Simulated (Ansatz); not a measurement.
**CH6GeSeSi: up Jacob's ladder to CCSD(T)**

How much do the methods differ for CH6GeSeSi? The plan is to run it at one geometry with functionals of several rungs and with coupled cluster. The yardstick is the atomisation energy at the CCSD(T) limit.

Method: functionals in def2-TZVPP, the program's frozen cores in correlated methods; program: Ansatz 0.2.0, Gaussian basis.

Levels to be run: PBE-D4, r2SCAN-D4, PBE0-D4, B3LYP-D4, ωB97X-V, ωB97M-V, B2PLYP; CCSD(T)/def2-TZVPP; MP2/def2-QZVPP; extrapolation to the limit.

## 1. The geometry

An earlier PBE0-D4 in a triple-zeta def2 set relaxation fixed the geometry.

10 atoms, charge 0, spin multiplicity 1.

Atoms are counted from 1 here; the program's logs count them from 0.

Bond lengths: Si1–Ge2 2.363 Å, Si1–H5 1.484 Å, Si1–H6 1.487 Å, Si1–H7 1.484 Å, Ge2–C3 1.937 Å, Ge2–Se4 2.336 Å, Ge2–H8 1.533 Å, C3–Se4 1.993 Å, C3–H9 1.084 Å, C3–H10 1.084 Å. Angles: Ge2–Si1–H5 109.8°, Ge2–Si1–H6 110.7°, Ge2–Si1–H7 106.9°, H5–Si1–H6 109.1°, H5–Si1–H7 110.3°, H6–Si1–H7 110.0°, Si1–Ge2–C3 118.4°, Si1–Ge2–Se4 113.9°, Si1–Ge2–H8 121.3°, C3–Ge2–Se4 54.6°, C3–Ge2–H8 115.9°, Se4–Ge2–H8 114.6°, Ge2–C3–Se4 72.9°, Ge2–C3–H9 117.9°, Ge2–C3–H10 118.5°, Se4–C3–H9 113.1°, Se4–C3–H10 113.2°, H9–C3–H10 114.3° and more.

## 2. PBE-D4 (GGA)

in.yaml

```yaml
crystal:
  periodic: [false, false, false]
  atoms:
    - {symbol: Si, position_ang: [-1.312595, 1.003760, -0.837168]}
    - {symbol: Ge, position_ang: [-0.253193, -0.689061, 0.425859]}
    - {symbol: C, position_ang: [1.637170, -0.509665, 0.806405]}
    - {symbol: Se, position_ang: [1.465604, -1.784408, -0.715461]}
    - {symbol: H, position_ang: [-2.216961, 0.389358, -1.841061]}
    - {symbol: H, position_ang: [-2.102860, 1.902606, 0.045679]}
    - {symbol: H, position_ang: [-0.239205, 1.773361, -1.513312]}
    - {symbol: H, position_ang: [-1.047772, -1.579189, 1.388624]}
    - {symbol: H, position_ang: [2.019311, -0.972945, 1.709139]}
    - {symbol: H, position_ang: [2.133502, 0.414882, 0.534195]}
basis:
  gaussian: {orbitals: def2-TZVPP}
hamiltonian: {xc: pbe, dispersion: d4}
output: {forces: true, orbitals: {seedname: orbitals}}
```

Command:

```
$ ansatz run in.yaml --threads 4 --pin off --events-out ev --progress --plain --max-ram 10444MiB
```

The runs that follow: r2SCAN-D4 (meta-GGA); PBE0-D4 (hybrid); B3LYP-D4 (hybrid); ωB97X-V (range-separated); ωB97M-V (range-separated); B2PLYP (double hybrid); CCSD(T) in def2-TZVPP; MP2 in def2-QZVPP.

Q: Predict the results of all the runs planned. Wanted: atomisation energy, CCSD(T)/CBS; farthest; mean size of error, hybrid; mean size of error, range-separated; gap, smallest and largest; T1 diagnostic; triples share of the correlation energy.

The runs gave:

```
                               quantity                                value
        atomisation energy, CCSD(T)/CBS                        3065.3 kJ/mol
 functionals within 30.7 kJ/mol (1.0 %)  PBE-D4, r2SCAN-D4, PBE0-D4, ωB97X-V
                               farthest                B2PLYP (-69.6 kJ/mol)
             mean size of error, hybrid                          33.3 kJ/mol
    mean size of error, range-separated                          19.2 kJ/mol
              gap, smallest and largest  3.49 eV (PBE-D4), 9.57 eV (ωB97X-V)
                          T1 diagnostic                               0.0115
triples share of the correlation energy                                4.1 %
```

**Reading.** PBE-D4 misses by +0.5 kJ/mol. Double hybrids carry the basis error of their MP2 part in triple zeta, and no dispersion term here, so their miss is partly the set-up's. The reference freezes the cores and leaves out relativity and excitations past (T), and its outer-core shells are covered unevenly, so misses under about 30.7 kJ/mol can't be ranked. All levels share the lack of spin-orbit coupling, which lowers the free heavy atoms and so the true binding. Hartree-Fock recovers 71 % of the binding; the rest is correlation. The gap grows from 3.5 to 9.6 eV across the functionals, mostly with the share of exact exchange. Correlated methods include outer-core shells of Ge, Se, which these sets cover unevenly.
